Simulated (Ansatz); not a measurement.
# One shape, several levels: GeN2H4 (SMILES [NH2][Ge][NH2])

Wanted: a comparison of 6 runs (HF/STO-3G, B3LYP/6-31G*, B3LYP/def2-SVPD, HSE06/def2-SVPD, PBE0/def2-SVPD, r2SCAN/def2-SVPD) of GeN2H4. 

The calculation is run with Ansatz 0.2.0.

43 further runs of the same task are left out: 43 set aside as unsound or not needed. Runs told in other sessions of the task aren't counted.

**1. The molecule**

The species is GeN2H4 (7 atoms), meant as a singlet with charge 0. SMILES: `[NH2][Ge][NH2]`. The N3–H6 distance was set to 1.512 Å, away from the relaxed value. At this shape a bond of the SMILES string is far longer than usual.

Bond lengths: N1–Ge2 1.827 Å, Ge2–N3 1.827 Å, N1–H4 1.006 Å, N1–H5 1.008 Å, N3–H7 1.006 Å. Angles: N1–Ge2–N3 97.3°, Ge2–N1–H4 120.9°, Ge2–N1–H5 126.9°, Ge2–N3–H7 120.9°, H4–N1–H5 112.3°. A long bond or contact: N3–H6 1.512 Å.

**2. The energy at HF/STO-3G (run 1)**

File molecule.yaml:

```yaml
crystal:
  periodic: [false, false, false]
  atoms:
    - {symbol: N, position_ang: [-1.178150, -0.411663, -0.702500]}
    - {symbol: Ge, position_ang: [-0.068150, -1.741363, -0.121100]}
    - {symbol: "N", position_ang: [1.196250, -0.668763, 0.646400]}
    - {symbol: H, position_ang: [-2.028350, -0.627763, -1.195000]}
    - {symbol: H, position_ang: [-1.046250, 0.580937, -0.585200]}
    - {symbol: H, position_ang: [1.191600, 0.842500, 0.702200]}
    - {symbol: H, position_ang: [2.003550, -1.064463, 1.097900]}
basis:
  gaussian:
    orbitals: STO-3G
hamiltonian:
  xc: hf
accuracy: high
output:
  orbitals: {seedname: orbitals}
```

Run with:

```bash
ansatz run molecule.yaml --threads 1 --pin off --max-ram 3480MiB --events-out events.jsonl --progress --plain --runs-dir runs
```

Standard output:

```text
Warning: RAYON_NUM_THREADS=1 ignored (pool sized by the plan → 1); use --threads N
Functional definition: HF
  name "HF"
  exchange = exact_x
  correlation = 0
521 factors; integrals over basis functions are off by at most 3.9e-9 eV
mean field evaluation 1: about -58814.4548 eV, gradient 2.0e1 eV
mean field evaluation 2: about -58814.5415 eV, gradient 2.0e1 eV
mean field evaluation 4: about -58815.9304 eV, gradient 1.8e0 eV
mean field evaluation 8: about -58815.9523 eV, gradient 3.8e-4 eV
mean field -58815.95226877 eV, -2161.4463789931 hartree, gradient 7.5e-9 eV, S^2 0.000000; 0 other end points of the search recorded, 0 dependent functions left out
reference -58815.95226877 eV, -2161.4463789931 hartree; 25, 25 occupied and 7, 7 virtual orbitals, 521 factors
Total energy: -58815.95226877 eV, -2161.4463789931 hartree
```

Run time: 0.3 s. Hardware: 1 thread of Intel Xeon Platinum 8488C (Sapphire Rapids), shared host.

**3. The energy at B3LYP/6-31G(d) (spherical functions) (run 2)**

File input.yaml:

```yaml
basis:
  gaussian: {orbitals: 6-31G_st_-spherical.json}
crystal:
  periodic: [false, false, false]
  atoms:
    - {symbol: "N", position_ang: [-1.178150, -0.411663, -0.702500]}
    - {symbol: Ge, position_ang: [-0.068150, -1.741363, -0.121100]}
    - {symbol: "N", position_ang: [1.196250, -0.668763, 0.646400]}
    - {symbol: H, position_ang: [-2.028350, -0.627763, -1.195000]}
    - {symbol: H, position_ang: [-1.046250, 0.580937, -0.585200]}
    - {symbol: H, position_ang: [1.191600, 0.842500, 0.702200]}
    - {symbol: H, position_ang: [2.003550, -1.064463, 1.097900]}
output: {orbitals: {seedname: orbitals}}
accuracy: high
hamiltonian: {xc: {name: B3LYP}}
```

The basis set 6-31G* is read from a file made from the Basis Set Exchange's data (not shown).

Run with:

```bash
ansatz run input.yaml --threads 1 --pin off --max-ram 3480MiB --events-out events.jsonl --progress --plain --runs-dir runs
```

Standard output:

```text
Warning: RAYON_NUM_THREADS=1 ignored (pool sized by the plan → 1); use --threads N
Functional definition: B3LYP
  name "B3LYP"
  parameter a0 = 0.2
  parameter ax = 0.72
  parameter ac = 0.81
  exchange = (1 - a0 - ax)*slater_x + ax*b88_x + a0*exact_x
  correlation = (1 - ac)*vwn_rpa_c + ac*lyp_c
1489 factors; integrals over basis functions are off by at most 4.1e-9 eV
mean field evaluation 1: about -59541.8029 eV, gradient 7.9e1 eV
mean field evaluation 2: about -59506.1063 eV, gradient 1.3e2 eV
mean field evaluation 4: about -59554.5535 eV, gradient 1.5e1 eV
mean field evaluation 8: about -59555.1468 eV, gradient 9.4e-1 eV
mean field evaluation 16: about -59555.1491 eV, gradient 1.4e-4 eV
mean field -59555.14905185 eV, -2188.6113597256 hartree, gradient 2.5e-8 eV, S^2 0.000000; 0 other end points of the search recorded, 0 dependent functions left out
reference -59555.14908527 eV, -2188.6113609538 hartree; 25, 25 occupied and 43, 43 virtual orbitals, 1489 factors
Total energy: -59555.14908527 eV, -2188.6113609538 hartree
```

It took 3.9 s on 1 thread of Intel Xeon Platinum 8488C (Sapphire Rapids), shared host; peak memory 0.22 GiB.

Runs 3 to 5 aren't shown in full; the table further down has their settings and results.

**4. A single-point energy at r2SCAN/def2-SVPD (run 6)**

File job.yaml:

```yaml
crystal:
  periodic: [false, false, false]
  atoms:
    - {symbol: N, position_ang: [-1.178150, -0.411663, -0.702500]}
    - {symbol: Ge, position_ang: [-0.068150, -1.741363, -0.121100]}
    - {symbol: "N", position_ang: [1.196250, -0.668763, 0.646400]}
    - {symbol: H, position_ang: [-2.028350, -0.627763, -1.195000]}
    - {symbol: H, position_ang: [-1.046250, 0.580937, -0.585200]}
    - {symbol: H, position_ang: [1.191600, 0.842500, 0.702200]}
    - {symbol: H, position_ang: [2.003550, -1.064463, 1.097900]}
basis:
  gaussian:
    orbitals: def2-SVPD
accuracy: high
total_charge: 0
output: {orbitals: {seedname: orbitals}}
hamiltonian:
  xc: r2scan
magnetization:
  spin_polarized: false
```

Run with:

```bash
ansatz run job.yaml --threads 1 --pin off --max-ram 3480MiB --events-out events.jsonl --progress --plain --runs-dir runs
```

Standard output:

```text
Warning: RAYON_NUM_THREADS=1 ignored (pool sized by the plan → 1); use --threads N
Functional definition: r2SCAN
  name "r2SCAN"
  parameter k0 = 0.174
  parameter k1 = 0.065
  parameter a1 = 4.9479
  exchange = r2scan_x(k0 = k0, k1 = k1, a1 = a1)
  correlation = r2scan_c
2257 factors; integrals over basis functions are off by at most 4.6e-9 eV
mean field evaluation 1: about -59537.3917 eV, gradient 8.1e1 eV
mean field evaluation 2: about -59480.0388 eV, gradient 1.6e2 eV
mean field evaluation 4: about -59549.8116 eV, gradient 2.2e1 eV
mean field evaluation 8: about -59551.1029 eV, gradient 8.9e-2 eV
mean field evaluation 16: about -59551.1081 eV, gradient 9.0e-6 eV
mean field -59551.10805185 eV, -2188.4628557145 hartree, gradient 4.7e-8 eV, S^2 0.000000; 0 other end points of the search recorded, 0 dependent functions left out
reference -59551.10805268 eV, -2188.4628557451 hartree; 25, 25 occupied and 85, 85 virtual orbitals, 2257 factors
Total energy: -59551.10805268 eV, -2188.4628557451 hartree
```

Run time: 9.9 s. Hardware: 1 thread of Intel Xeon Platinum 8488C (Sapphire Rapids), shared host; peak memory 0.37 GiB.

**5. The series**

```
run                               level   energy (Eh)  HOMO energy (eV)  LUMO energy (eV)  HOMO–LUMO gap (eV)  wall time
  1                           HF/STO-3G  -2161.446379             -6.39              6.71               13.09      0.3 s
  2  B3LYP/6-31G* (spherical functions)  -2188.611361             -6.23             -1.18                5.06      3.9 s
  3                     B3LYP/def2-SVPD  -2188.584077             -6.70             -1.61                5.09      7.2 s
  4                     HSE06/def2-SVPD  -2188.134769             -6.54             -1.70                4.84      7.5 s
  5                      PBE0/def2-SVPD  -2188.139432             -6.95             -1.32                5.62      8.1 s
  6                    r2SCAN/def2-SVPD  -2188.462856             -5.89             -2.05                3.84      9.9 s
```

**6. Summary of results**

| quantity | value |
| --- | --- |
| run 6: total energy | -2188.46286 Eh |
| run 6: HOMO energy | -5.89 eV |
| run 6: LUMO energy | -2.05 eV |
| run 6: HOMO–LUMO gap | 3.84 eV |

**Reading.** The HOMO–LUMO gap runs from 3.84 eV (r2SCAN/def2-SVPD) to 13.09 eV (HF/STO-3G). The two ends differ in method and basis. Totals of different functionals can't be ranked against each other. In run 1 the basis is minimal, so the values are rough. In all runs a closed-shell determinant meets a far-stretched bond; if it breaks into open shells, such a determinant describes it badly, and no broken-symmetry solution was shown. All runs together took 37 s, the longest 9.9 s.
